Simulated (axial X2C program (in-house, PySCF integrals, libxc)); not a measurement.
**RuC⁺: properties at the nuclei**

Wanted for RuC⁺: properties at the nuclei, at the two-component level.

Program: an in-house X2C program for linear molecules on PySCF integrals. Level of theory: two-component X2C with atomic mean-field terms, Ru dyall-cv3z, C dyall-v3z. These are calculated values, not measurements.

## Step 1: The job

Contents of task.json:

```json
{"zs": [44, 6], "q": 1, "bas": ["dyall-cv3z", "dyall-v3z"], "r0": 1.81, "levels": ["PBE0", "HF", "LDA", "TPSSh", "BHandHLYP"], "nst": 3}
```

Keys: zs atomic numbers; q charge; bas basis sets; r0 starting distance in Å; levels methods (HF also brings MP2); nst determinants followed.

On the command line:

```sh
> python soeom.py task.json out
```

After this run come: Expectation values, lowest determinant; Expectation values, a higher determinant; Expectation values, a higher determinant.

Before running it: what results should come out? Wanted: lowest determinant; Eeff magnitude; Ws magnitude Ru; A∥/gI Ru; qzz Ru; higher determinant (for each run or level that gives them).

**Answer**, as computed:

| quantity | value |
| --- | --- |
| lowest determinant | Ω = 5/2 (excess of +ω over −ω: ω = 5/2) |
| Eeff magnitude (GV/cm), PBE0 | 0.13 |
| Ws magnitude Ru (kHz), PBE0 | 0.0465 |
| A∥/gI Ru (MHz), PBE0 | 232 |
| qzz Ru (a.u.), PBE0 | 1.06 |
| higher determinant | Ω = 3/2 (excess of +ω over −ω: ω = 3/2) |
| Eeff magnitude (GV/cm), PBE0, higher determinant | 0.191 |
| Ws magnitude Ru (kHz), PBE0, higher determinant | 0.0816 |
| A∥/gI Ru (MHz), PBE0, higher determinant | 971 |
| qzz Ru (a.u.), PBE0, higher determinant | 0.94 |
| higher determinant | Ω = 3/2 (excess of +ω over −ω: ω = 1/2, ω = -3/2, ω = 5/2) |
| Eeff magnitude (GV/cm), PBE0, higher determinant | 1.66 |
| Ws magnitude Ru (kHz), PBE0, higher determinant | 0.534 |
| A∥/gI Ru (MHz), PBE0, higher determinant | 2280 |
| qzz Ru (a.u.), PBE0, higher determinant | -3.32 |

In the first state, the effective field runs from 0.0268 to 0.968 GV/cm over the mean-field levels, so the levels don't agree on it. The expectation values come from single determinants, which for open shells can mix terms of unlike spin or miss the lowest Ω, so a determinant need not be a state. Eeff is the effective electric field on the electron dipole moment in this Ω state and Ws the scalar–pseudoscalar constant (defined with the proton number Z and per Ω); A∥ is the parallel hyperfine constant, which follows by multiplying with the nuclear g factor gI = μI/(I μN); qzz is the electric field gradient, eQq0 = 234.96 MHz × Q/barn × qzz. The operators were transformed with the bare-nucleus X2C matrices.
